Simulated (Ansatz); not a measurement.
**CH5BFN (SMILES CB(N)F): BHLYP/cc-pVDZ**

What is the vertical singlet–triplet gap of CH5BFN at BHLYP/cc-pVDZ? 

The calculation is run with Ansatz 0.2.0.

126 further runs of the same task are left out: 126 set aside as unsound or not needed.

## Step 1: Starting point

CH5BFN: 9 atoms, total charge 0, spin state singlet. As SMILES, `CB(N)F`. The coordinates come from a PBE0-D4/def2-TZVP relaxation.

Bond lengths: C1–B2 1.566 Å, B2–N3 1.396 Å, B2–F4 1.347 Å, C1–H5 1.094 Å, C1–H6 1.091 Å, C1–H7 1.094 Å, N3–H8 1.006 Å, N3–H9 1.003 Å. Some angles: C1–B2–N3 124.5°, C1–B2–F4 118.6°, N3–B2–F4 116.9°, B2–C1–H5 110.2°, B2–C1–H6 113.8°, B2–C1–H7 110.2°, B2–N3–H8 122.4°, B2–N3–H9 123.0°, H5–C1–H6 108.1°, H5–C1–H7 106.2°.

## Step 2: A single-point energy at BHLYP/cc-pVDZ

The input, molecule.yaml:

```yaml
crystal:
  periodic: [false, false, false]
  atoms:
    - {symbol: C, position_ang: [-0.428400, 0.964700, -0.539000]}
    - {symbol: B, position_ang: [0.098200, -0.482300, -0.251400]}
    - {symbol: "N", position_ang: [0.546200, -0.928100, 0.993800]}
    - {symbol: F, position_ang: [0.128500, -1.370900, -1.263800]}
    - {symbol: H, position_ang: [0.176600, 1.438400, -1.318100]}
    - {symbol: H, position_ang: [-0.424000, 1.616300, 0.336600]}
    - {symbol: H, position_ang: [-1.450400, 0.924300, -0.928000]}
    - {symbol: H, position_ang: [0.878700, -1.865200, 1.143700]}
    - {symbol: H, position_ang: [0.563100, -0.343500, 1.809000]}
basis:
  gaussian:
    orbitals: cc-pVDZ
hamiltonian:
  xc: {name: BHLYP}
accuracy: high
output: {orbitals: {seedname: orbitals}}
```

Run with:

```bash
ansatz run molecule.yaml --threads 1 --pin off --max-ram 3480MiB --events-out events.jsonl --progress --plain --runs-dir runs
```

Output:

```text
Warning: RAYON_NUM_THREADS=1 ignored (pool sized by the plan → 1); use --threads N
Functional definition: BHLYP
  name "BHLYP"
  parameter a = 0.5
  exchange = (1 - a)*b88_x + a*exact_x
  correlation = lyp_c
1903 factors; integrals over basis functions are off by at most 3.3e-9 eV
mean field evaluation 1: about -5996.9056 eV, gradient 5.2e1 eV
mean field evaluation 2: about -5998.3870 eV, gradient 4.5e1 eV
mean field evaluation 4: about -6002.3651 eV, gradient 1.4e0 eV
mean field evaluation 8: about -6002.3670 eV, gradient 1.9e-2 eV
mean field evaluation 16: about -6002.3670 eV, gradient 7.0e-7 eV
mean field -6002.36698671 eV, -220.5829182111 hartree, gradient 2.3e-8 eV, S^2 0.000000; 0 other end points of the search recorded, 0 dependent functions left out
reference -6002.36701174 eV, -220.5829191310 hartree; 16, 16 occupied and 65, 65 virtual orbitals, 1903 factors
Total energy: -6002.36701174 eV, -220.5829191310 hartree
```

Run time: 5.7 s. Hardware: 1 thread of Arm Neoverse V1, shared host; peak memory 0.24 GiB.

## Step 3: The triplet at the same level

The input, run.yaml:

```yaml
crystal:
  periodic: [false, false, false]
  atoms:
    - {symbol: C, position_ang: [-0.428400, 0.964700, -0.539000]}
    - {symbol: B, position_ang: [0.098200, -0.482300, -0.251400]}
    - {symbol: "N", position_ang: [0.546200, -0.928100, 0.993800]}
    - {symbol: F, position_ang: [0.128500, -1.370900, -1.263800]}
    - {symbol: H, position_ang: [0.176600, 1.438400, -1.318100]}
    - {symbol: H, position_ang: [-0.424000, 1.616300, 0.336600]}
    - {symbol: H, position_ang: [-1.450400, 0.924300, -0.928000]}
    - {symbol: H, position_ang: [0.878700, -1.865200, 1.143700]}
    - {symbol: H, position_ang: [0.563100, -0.343500, 1.809000]}
basis:
  gaussian:
    orbitals: cc-pVDZ
magnetization:
  spin_polarized: true
  initial_magnetization: 2
hamiltonian:
  xc: {name: BHLYP}
accuracy: high
output: {orbitals: {seedname: orbitals}}
```

Run with:

```bash
ansatz run run.yaml --threads 1 --pin off --max-ram 3480MiB --events-out events.jsonl --progress --plain --runs-dir runs
```

Output:

```text
Warning: RAYON_NUM_THREADS=1 ignored (pool sized by the plan → 1); use --threads N
Functional definition: BHLYP
  name "BHLYP"
  parameter a = 0.5
  exchange = (1 - a)*b88_x + a*exact_x
  correlation = lyp_c
1903 factors; integrals over basis functions are off by at most 3.3e-9 eV
mean field evaluation 1: about -5990.2783 eV, gradient 3.1e1 eV
mean field evaluation 2: about -5992.0482 eV, gradient 2.5e1 eV
mean field evaluation 4: about -5994.7889 eV, gradient 1.4e0 eV
mean field evaluation 8: about -5994.8928 eV, gradient 5.0e-2 eV
mean field evaluation 16: about -5994.8928 eV, gradient 1.6e-3 eV
mean field evaluation 32: about -5994.8952 eV, gradient 2.2e-5 eV
mean field -5994.89521964 eV, -220.3083358360 hartree, gradient 1.6e-8 eV, S^2 2.007917; 4 other end points of the search recorded, 0 dependent functions left out
reference -5994.89524671 eV, -220.3083368308 hartree; 17, 15 occupied and 64, 66 virtual orbitals, 1903 factors
Total energy: -5994.89524671 eV, -220.3083368308 hartree
```

Run time: 32 s. Hardware: 1 thread of Arm Neoverse V1, shared host; peak memory 0.35 GiB.

## Step 4: What came out

At BHLYP/cc-pVDZ:

```
                                        quantity          value
                           singlet: total energy  -220.58292 Eh
                            singlet: HOMO energy       -9.39 eV
                            singlet: LUMO energy        2.55 eV
                          singlet: HOMO–LUMO gap       11.94 eV
                           triplet: total energy  -220.30834 Eh
     triplet: HOMO energy (highest over α and β)       -1.75 eV
                                   triplet: ⟨S²⟩          2.008
vertical energy of the triplet above the singlet       7.472 eV
```

In words: At this shape the triplet lies 7.47 eV (172 kcal/mol) above the singlet.
